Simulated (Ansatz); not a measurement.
# AlF2H3O2 (built from SMILES OO.[F][AlH][F]): a reaction path by the nudged elastic band

Aim: the minimum-energy path between two given structures and its highest point. Both ends were relaxed at PBE0-D4 in triple zeta. A second band with other settings follows.

Computed with Ansatz 0.2.0, Gaussian basis. Level: PBE0-D4/def2-SVP.

22 further runs of the same task are left out: 22 set aside as unsound or not needed.

## 1. The starting structure

The first end: 8 atoms, charge 0, spin multiplicity 1.

Atoms are counted from 1 here; the program's logs count them from 0.

Bond lengths: Al1–H2 1.563 Å, Al1–F3 1.683 Å, Al1–F4 1.660 Å, Al1–O6 1.986 Å, H5–O6 0.970 Å, O6–O7 1.424 Å, O7–H8 0.983 Å. Angles: H2–Al1–F3 118.0°, H2–Al1–F4 120.6°, H2–Al1–O6 110.5°, F3–Al1–F4 115.0°, F3–Al1–O6 90.8°, F4–Al1–O6 93.2°, Al1–O6–H5 109.9°, Al1–O6–O7 113.2°, H5–O6–O7 104.2°, O6–O7–H8 100.2°.

Coordinates:

```xyz
8
AlF2H3O2
Al   -0.9597   -0.3158   -0.3557
H    -1.1713   -1.5462   -1.2965
F    -0.5113    1.1475   -1.0570
F    -1.8064   -0.1834    1.0661
H     0.6961   -0.1728    1.4987
O     0.7926   -0.4406    0.5710
O     1.7681    0.4564    0.0492
H     1.1919    1.0549   -0.4758
```

The second end:

```xyz
8
charge 0, multiplicity 1
Al   -0.43961    0.62714   -0.43022
H    -0.66541   -1.87956    0.61384
F    -0.87451   -0.06382   -1.84757
F    -1.49803    0.65326    0.82467
H    -0.31661   -2.09140   -0.01426
O     0.91526    1.74485   -0.37719
O     1.34937    0.41230    0.14904
H     1.52964    0.59733    1.08179
```

## 2. The band at PBE0-D4/def2-SVP

The input, neb/in.yaml:

```yaml
crystal:
  periodic: [false, false, false]
  atoms:
    - {symbol: Al, position_ang: [-0.959696, -0.315780, -0.355700]}
    - {symbol: H, position_ang: [-1.171283, -1.546159, -1.296499]}
    - {symbol: F, position_ang: [-0.511302, 1.147465, -1.056951]}
    - {symbol: F, position_ang: [-1.806388, -0.183403, 1.066139]}
    - {symbol: H, position_ang: [0.696071, -0.172820, 1.498678]}
    - {symbol: O, position_ang: [0.792622, -0.440577, 0.571031]}
    - {symbol: O, position_ang: [1.768149, 0.456447, 0.049181]}
    - {symbol: H, position_ang: [1.191926, 1.054927, -0.475778]}
basis:
  gaussian: {orbitals: def2-SVP}
hamiltonian: {xc: pbe0, dispersion: d4}
neb:
  images: 5
  climbing: true
  max_iterations: 40
  initial_path: idpp
  final_atoms:
    - {symbol: Al, position_ang: [-0.439615, 0.627145, -0.430219]}
    - {symbol: H, position_ang: [-0.665406, -1.879563, 0.613836]}
    - {symbol: F, position_ang: [-0.874512, -0.063823, -1.847569]}
    - {symbol: F, position_ang: [-1.498033, 0.653264, 0.824667]}
    - {symbol: H, position_ang: [-0.316614, -2.091396, -0.014261]}
    - {symbol: O, position_ang: [0.915264, 1.744851, -0.377192]}
    - {symbol: O, position_ang: [1.349371, 0.412296, 0.149044]}
    - {symbol: H, position_ang: [1.529645, 0.597326, 1.081794]}
```

The run is started by

```bash
$ ansatz run in.yaml --threads 4 --pin off --events-out ev --progress --plain --max-ram 9574MiB
```

The program printed (excerpt; [...] marks lines left out):

```text
Functional definition: PBE0
  name "PBE0"
  cite "Adamo & Barone, J. Chem. Phys. 110, 6158 (1999) doi:10.1063/1.478522"
  cite "Perdew, Burke & Ernzerhof, Phys. Rev. Lett. 77, 3865 (1996) doi:10.1103/PhysRevLett.77.3865"
  parent pbe
[...]
889 factors; integrals over basis functions are off by at most 3.2e-4 eV
[...]
mean field -16153.31098219 eV, -593.6232294882 hartree, gradient 7.6e-5 eV, S^2 0.000000; 0 other end points of the search recorded, 0 dependent functions left out
[...]
reference -16153.31101080 eV, -593.6232305396 hartree; 25, 25 occupied and 64, 64 virtual orbitals, 889 factors
[... from here to the last solve, the lines of the solves are left out (203 solves) ...]
WARN: NEB end point (image 0): max|allowed force component| = 4.519e-1 eV/Å (the criterion of neb.relax_end_points is 1.000e-2). That is over neb.f_tol: it is no minimum, so the barrier can be far off. Relax it first
WARN: NEB end point (image 6): max|allowed force component| = 4.569e-1 eV/Å (the criterion of neb.relax_end_points is 1.000e-2). That is over neb.f_tol: it is no minimum, so the barrier can be far off. Relax it first
NEB iter   1: max|band force component| = 5.404e0 eV/Å  barrier→ = 6.3415 eV  barrier← = 6.1269 eV  Δτ_max = 0.2000 Å  (198 SCF iters)
[...]
NEB iter   7: max|band force component| = 4.060e0 eV/Å  barrier→ = 1.1096 eV  barrier← = 0.8950 eV  Δτ_max = 0.1005 Å  (161 SCF iters)
[...]
NEB iter  13: max|band force component| = 9.889e-1 eV/Å  barrier→ = 0.8763 eV  barrier← = 0.6617 eV  CI = image 2  Δτ_max = 0.1987 Å  (149 SCF iters)
[...]
NEB iter  19: max|band force component| = 1.170e-1 eV/Å  barrier→ = 1.0694 eV  barrier← = 0.8548 eV  CI = image 2  Δτ_max = 0.0910 Å  (151 SCF iters)
[...]
NEB iter  23: max|band force component| = 1.677e-1 eV/Å  barrier→ = 1.0654 eV  barrier← = 0.8509 eV  CI = image 2  Δτ_max = 0.0229 Å  (137 SCF iters)
[...]
NEB iter  24: max|band force component| = 4.966e-2 eV/Å  barrier→ = 1.0653 eV  barrier← = 0.8507 eV  CI = image 2  CI's point: of a kind that is not told: the force calls were inconclusive, a negative curvature could not be distinguished from the path's own, the only one lies far off the [...]
Total energy: -16152.34724715 eV, -593.5878128787 hartree
Atom 0 at    -0.954285    -0.024573    -0.487799 Å, force     0.004038     0.010827    -0.009100 eV/Å
Atom 1 at    -0.344998    -1.652433    -0.303868 Å, force    -0.000390    -0.006515     0.002007 eV/Å
Atom 2 at    -1.278239     0.361098    -2.063386 Å, force    -0.004022    -0.004109     0.008978 eV/Å
Atom 3 at    -2.020507     0.369756     0.712275 Å, force     0.004738     0.000918    -0.001468 eV/Å
Atom 4 at     0.454254    -1.061300     0.033385 Å, force    -0.002523    -0.017527     0.000780 eV/Å
Atom 5 at     0.836501     0.132376    -0.015967 Å, force     0.008345     0.021077    -0.004222 eV/Å
Atom 6 at     1.194541     0.821282     1.163746 Å, force    -0.011630    -0.001614     0.005713 eV/Å
Atom 7 at     2.112832     1.053893     0.961715 Å, force     0.001446    -0.003057    -0.002688 eV/Å
Dipole moment:     0.710243    -0.126362     0.156032 e Å
```

Run time: 3.3 min. Hardware: 4 threads of AMD EPYC 7R43, shared host.

The last band:

```tsv
image	path (Å)	energy (kcal/mol)	Al1–O6 (Å)	H2–H5 (Å)	Al1–H2 (Å)	H5–O6 (Å)
0	0.00	0.0	1.99	3.63	1.56	0.97
1	2.00	6.3	2.00	2.84	1.58	0.97
2	4.01	24.6	1.86	1.05	1.75	1.25
3	5.35	9.2	1.74	0.77	2.12	2.29
4	6.68	7.5	1.74	0.77	2.10	2.50
5	8.02	4.9	1.77	0.77	2.21	3.39
6	9.35	4.9	1.76	0.75	2.72	4.05
```

The highest image, 2:

```
Al   -0.9543   -0.0246   -0.4878
H    -0.3450   -1.6524   -0.3039
F    -1.2782    0.3611   -2.0634
F    -2.0205    0.3698    0.7123
H     0.4543   -1.0613    0.0334
O     0.8365    0.1324   -0.0160
O     1.1945    0.8213    1.1637
H     2.1128    1.0539    0.9617
```

## 3. The band at PBE-D4/def2-SVP, other settings

Changes to neb/in.yaml since step 2:

```diff
@@ -13,8 +13,9 @@
   gaussian: {orbitals: def2-SVP}
-hamiltonian: {xc: pbe0, dispersion: d4}
+hamiltonian: {xc: pbe, dispersion: d4}
 neb:
   images: 5
-  climbing: true
-  max_iterations: 40
+  climbing: false
+  max_iterations: 25
   initial_path: idpp
+  max_displacement: 0.1
   final_atoms:
```

The run is started by

```bash
$ ansatz run in.yaml --threads 4 --pin off --events-out ev --progress --plain --max-ram 9574MiB
```

The program printed (excerpt; [...] marks lines left out):

```text
Functional definition: PBE
  name "PBE"
[... 2 set-up lines as earlier in the session ...]
[...]
949 factors; their error is unknown
[...]
mean field -16152.75681882 eV, -593.6028643599 hartree, gradient 2.5e-5 eV, S^2 0.000000; 0 other end points of the search recorded, 0 dependent functions left out
[...]
reference -16152.75685755 eV, -593.6028657832 hartree; 25, 25 occupied and 64, 64 virtual orbitals, 949 factors
[... from here to the last solve, the lines of the solves are left out (137 solves) ...]
WARN: NEB end point (image 0): max|allowed force component| = 1.080e0 eV/Å (the criterion of neb.relax_end_points is 1.000e-2). That is over neb.f_tol: it is no minimum, so the barrier can be far off. Relax it first
WARN: NEB end point (image 6): max|allowed force component| = 1.024e0 eV/Å (the criterion of neb.relax_end_points is 1.000e-2). That is over neb.f_tol: it is no minimum, so the barrier can be far off. Relax it first
NEB iter   1: max|band force component| = 4.607e0 eV/Å  barrier→ = 5.5735 eV  barrier← = 5.4426 eV  Δτ_max = 0.0998 Å  (375 SCF iters)
[...]
NEB iter  22: max|band force component| = 1.126e-1 eV/Å  barrier→ = 0.2977 eV  barrier← = 0.1668 eV  Δτ_max = 0.0234 Å  (144 SCF iters)
[...]
NEB iter  23: max|band force component| = 4.328e-2 eV/Å  barrier→ = 0.2973 eV  barrier← = 0.1664 eV  Δτ_max = 0.0000 Å  (631 SCF iters)
WARN: NEB end point (image 6): the path dips 0.065259 eV below it before the top, so the barrier from the dip is that much higher. The path crosses a lower well, or the end point is a saddle point, which neb.relax_end_points tests for
Total energy: -16152.58113639 eV, -593.5964081495 hartree
Atom 0 at    -1.037122    -0.225167    -0.533359 Å, force    -0.111009    -0.111553    -0.071928 eV/Å
Atom 1 at    -0.834606    -1.811847    -0.699629 Å, force    -0.082807     0.037720    -0.076658 eV/Å
Atom 2 at    -0.972027     0.798352    -1.864193 Å, force    -0.005004     0.019695    -0.004525 eV/Å
Atom 3 at    -1.940108     0.297076     0.783085 Å, force    -0.013174     0.021899    -0.004262 eV/Å
Atom 4 at     0.910698    -1.058822     0.594444 Å, force     0.227032     0.176833     0.151209 eV/Å
Atom 5 at     0.841217    -0.198030     0.112172 Å, force    -0.063241    -0.013594    -0.016169 eV/Å
Atom 6 at     1.217003     0.830655     1.087934 Å, force     0.048465    -0.074819     0.032235 eV/Å
Atom 7 at     1.815044     1.367883     0.519647 Å, force    -0.000261    -0.056182    -0.009902 eV/Å
Dipole moment:     0.942971    -0.138306     0.256978 e Å
```

Run time: 1.8 min. Hardware: 4 threads of AMD EPYC 7R43, shared host.

The last band:

```tsv
image	path (Å)	energy (kcal/mol)	Al1–O6 (Å)	H2–H5 (Å)	Al1–H2 (Å)	H5–O6 (Å)
0	0.00	0.0	1.99	3.63	1.56	0.97
1	1.51	1.7	2.00	3.13	1.58	0.98
2	3.02	6.9	1.99	2.30	1.61	0.99
3	4.52	6.7	1.77	0.80	2.15	1.85
4	6.03	5.0	1.76	0.78	2.16	2.46
5	7.54	1.5	1.78	0.78	2.18	3.29
6	9.05	3.0	1.76	0.75	2.72	4.05
```

The highest image, 2:

```
Al   -1.0371   -0.2252   -0.5334
H    -0.8346   -1.8118   -0.6996
F    -0.9720    0.7984   -1.8642
F    -1.9401    0.2971    0.7831
H     0.9107   -1.0588    0.5944
O     0.8412   -0.1980    0.1122
O     1.2170    0.8307    1.0879
H     1.8150    1.3679    0.5196
```

## 4. Results

```
                                                                       quantity                                                    value
                                                PBE0-D4/def2-SVP, 24 iterations  highest 24.6 kcal/mol (image 2), last end +4.9 kcal/mol
                                                 PBE-D4/def2-SVP, 23 iterations   highest 6.9 kcal/mol (image 2), last end +3.0 kcal/mol
from earlier runs: barrier over the separately found saddle, CCSD(T)/def2-TZVPP                                            25.9 kcal/mol
```

In words: The highest image lies 24.6 kcal/mol above the first end, and it climbed, so it estimates the saddle. The ends are not quite minima at this level (largest force component 0.46 eV/Å), so the heights are unreliable: relaxing the first end would lower it and raise the barrier above it. The highest image is 1.3 kcal/mol below the CCSD(T) barrier in triple zeta, which comes from separate runs on the saddle. The second band's highest image lies at 6.9 kcal/mol; the levels differ, and it didn't climb, so it lies under its saddle.
